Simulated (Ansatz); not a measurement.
# Sc2InAs3: the cost of one run

Computed with Ansatz 0.2.0 (DFT PBE, scalar-relativistic, plane waves, PAW, unless a step's input says otherwise).

## Step 1: The system as given

Symmetry: P4/mmm, No. 123, tetragonal system. Conventional cell: a = 4.548 Å, b = 4.548 Å, c = 7.262 Å, α = 90.00°, β = 90.00°, γ = 90.00°. Sc (site symmetry mmm) is surrounded by 2 In at 2.27 Å and 2 As at 2.27 Å. Around In (site symmetry 4/mmm) lie 4 Sc at 2.27 Å. As (site symmetry 4mm) is surrounded by 1 As at 2.16 Å. As (site symmetry 4/mmm) is surrounded by 4 Sc at 2.27 Å and 2 As at 2.55 Å.

As a file:

```cif
data_structure
_symmetry_space_group_name_H-M 'P4/mmm'
_symmetry_Int_Tables_number 123
_cell_length_a 4.5484
_cell_length_b 4.5484
_cell_length_c 7.2620
_cell_angle_alpha 90.000
_cell_angle_beta 90.000
_cell_angle_gamma 90.000
_cell_volume 150.24
loop_
_atom_site_label
_atom_site_type_symbol
_atom_site_symmetry_multiplicity
_atom_site_Wyckoff_symbol
_atom_site_fract_x
_atom_site_fract_y
_atom_site_fract_z
_atom_site_occupancy
Sc1 Sc 2 f 0.00000 0.50000 0.00000 1
In1 In 1 c 0.50000 0.50000 0.00000 1
As1 As 2 g 0.00000 0.00000 0.64880 1
As2 As 1 a 0.00000 0.00000 0.00000 1
```

A structure generator made this guess: random cell by space group and Wyckoff sites (P4/mmm, No. 123). The dimensions are guesses.

## Step 2: A first look at the guess

The input, input.yaml:

```yaml
crystal:
  lattice:
    - [4.54844517, 0.0, 0.0]
    - [0.0, 4.54844517, 0.0]
    - [0.0, 0.0, 7.26196532]
  atoms:
    - { symbol: Sc, position: [0.0, 0.5, 0.0] }
    - { symbol: Sc, position: [0.5, 0.0, 0.0] }
    - { symbol: In, position: [0.5, 0.5, 0.0] }
    - { symbol: As, position: [0.0, 0.0, 0.64879524] }
    - { symbol: As, position: [0.0, 0.0, 0.35120476] }
    - { symbol: As, position: [0.0, 0.0, 0.0] }
basis:
  ecutwfc: 420
kpoints:
  mp_grid: { grid: [4, 4, 4] }
hamiltonian:
  xc: pbe
scf:
  occupations: { method: gaussian, width: 0.1 }
  lower_state_search: "off"
output:
  forces: true
  stress: true
  eigenvalues: true
```

Started as:

```console
$ ansatz run input.yaml --threads 1 --pin off --max-ram 2560MiB --backend cpu --events-out ev --progress --plain --runs-dir out
```

**Question.** How long does this run take on 1 thread of Arm Neoverse V2, shared host, and how much memory does it need?

About 7.8 s, with a peak of 0.45 GiB.
